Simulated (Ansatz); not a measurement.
# HfV2: properties at the relaxed cell

One table from this session's results is given with a row withheld; the runs are named, their logs left out.

Method: DFT PBEsol, scalar-relativistic, plane waves, PAW, in Ansatz 0.2.0.

2 further runs of the same task are left out: 2 set aside as unsound or not needed.

### The structure to begin with

Symmetry: Fd-3m, No. 227, cubic system. The conventional cell has a = 7.218 Å, b = 7.218 Å, c = 7.218 Å, α = 90.00°, β = 90.00°, γ = 90.00°. Hf (site symmetry -43m) is surrounded by 12 V at 2.99 Å and 4 Hf at 3.13 Å. V (site symmetry -3m) is surrounded by 6 V at 2.55 Å and 6 Hf at 2.99 Å.

Structure file:

```
CELL_PARAMETERS angstrom
0.00000 3.60894 3.60894
3.60894 0.00000 3.60894
3.60894 3.60894 0.00000
ATOMIC_POSITIONS crystal
Hf 0.00000 0.00000 0.00000
Hf 0.25000 0.25000 0.25000
V 0.62500 0.62500 0.62500
V 0.12500 0.62500 0.62500
V 0.62500 0.62500 0.12500
V 0.62500 0.12500 0.62500
```

It is the result of an earlier relaxation at this level (volume 15.67 Å³/atom; gap on the mesh: none (metal)).

The first run:

input.yaml

```yaml
crystal:
  lattice:
    - [0.0, 3.608937065, 3.608937065]
    - [3.608937065, 0.0, 3.608937065]
    - [3.608937065, 3.608937065, 0.0]
  atoms:
    - { symbol: Hf, position: [0.0, 0.0, 0.0] }
    - { symbol: Hf, position: [0.25, 0.25, 0.25] }
    - { symbol: V, position: [0.625, 0.625, 0.625] }
    - { symbol: V, position: [0.125, 0.625, 0.625] }
    - { symbol: V, position: [0.625, 0.625, 0.125] }
    - { symbol: V, position: [0.625, 0.125, 0.625] }
basis:
  ecutwfc: 420
kpoints:
  mp_grid: { grid: [8, 8, 8] }
  band_path:
    path:
      - [[0.0, 0.0, 0.0], [0.5, 0.0, 0.5], [0.625, 0.25, 0.625]]
      - [[0.375, 0.375, 0.75], [0.0, 0.0, 0.0], [0.5, 0.5, 0.5], [0.5, 0.25, 0.75], [0.5, 0.0, 0.5]]
    npoints: 14
hamiltonian:
  xc: pbesol
scf:
  occupations: { method: gaussian, width: 0.1 }
  n_extra_bands: 15
output:
  forces: true
  stress: true
  eigenvalues: true
  populations: true
  dos: { projected: true, de: 0.02, nscf_kmesh: { grid: [12, 12, 12] } }
  bader: true
```

Command:

```bash
$ ansatz run input.yaml --threads 2 --pin off --max-ram 5120MiB --backend cpu --events-out ev --progress --plain --runs-dir out
```

Steps of the session up to this table: Electronic structure at the relaxed geometry; Back to the database's cell; The cell scaled to 0.97 of its volume; Point at V/V0 = 1.03; Volume × 0.94; Point at V/V0 = 1.06; Volume × 0.91; The cell scaled to 1.10 of its volume; The cell scaled to 0.88 of its volume.

One of the session's tables, all rows but one given; the rest of the session is left out.

It belongs to the step «Energy against volume». 

| volume (Å³/atom) | energy above the lowest point (meV/atom) | pressure (GPa) |
| --- | --- | --- |
| 13.788 | 133.3 | 25.38 |
| 14.258 | 70.7 | 17.62 |
| 14.728 | ? | ? |
| 15.198 | 6.7 | 5.03 |
| 15.668 | 0.0 | 0.00 |
| 16.138 | 7.1 | -4.34 |
| 16.608 | 26.0 | -8.09 |
| 17.235 | 66.9 | -12.33 |

Q: Estimate the row for volume (Å³/atom) = 14.728 from the others.

Worked estimate for «energy above the lowest point (meV/atom)». A straight line through the neighbours (14.258, 70.7) and (15.198, 6.7) gives 70.7 + (6.7 − 70.7) × (14.728 − 14.258) / (15.198 − 14.258) = 38.7; a parabola fitted to 4 rows on both sides gives 29.4.

The run gave: energy above the lowest point (meV/atom): 29.4; pressure (GPa): 10.87. In «energy above the lowest point (meV/atom)» the line misses by +9.3 and the parabola by 0.0.
